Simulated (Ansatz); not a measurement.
Ir3Rh under changes of volume

One of the cells (14.159 Å³/atom); the others are scaled copies at fixed shape and fractional positions:

```xyz
4
Lattice="3.8403 0.0000 0.0000 0.0000 3.8403 0.0000 0.0000 0.0000 3.8403" Properties=species:S:1:pos:R:3 pbc="T T T"
Ir    1.9202    1.9202    0.0000
Ir    0.0000    1.9202    1.9202
Ir    1.9202    0.0000    1.9202
Rh    0.0000    0.0000    0.0000
```

The cell comes from a database or a generator and needn't be the stable form of this composition.

| Property | Result |
| --- | --- |
| Program | Ansatz 0.2.0 |
| Functional | PBEsol |
| Potentials or basis | all-electron LAPW, scalar-relativistic |
| Cutoff | 283 eV (chosen from the basis error) |
| Basis error allowed | 0.001 eV/atom |
| k mesh | 7 × 7 × 7 |
| Occupations | fermi-dirac, width 0.05 eV |
| Spin | no spin polarisation |

```csv
volume (Å³/atom),energy over the lowest point (meV/atom),pressure (GPa)
13.310,31.72,17.9
13.593,8.34,8.9
13.876,0.00,0.9
14.159,4.98,-6.2
14.443,21.71,-12.5
14.726,48.84,-18.0
15.009,?,?
```

Task: What does the run at 15.009 Å³/atom give?

Result: Energy over the lowest point 85.13 meV/atom; pressure -22.8 GPa.

Worked out: A Birch-Murnaghan fit of order 3 (a polynomial in V^(-2/3)) to the other rows has its minimum at 13.91 Å³/atom with B0 = V·E''(V) = 364 GPa and B' = 5.1. It gives 85.10 meV/atom at 15.009 Å³/atom, against the run's 85.13, and -dE/dV = -22.9 GPa, against -22.8.

Energies are extrapolated to zero smearing.
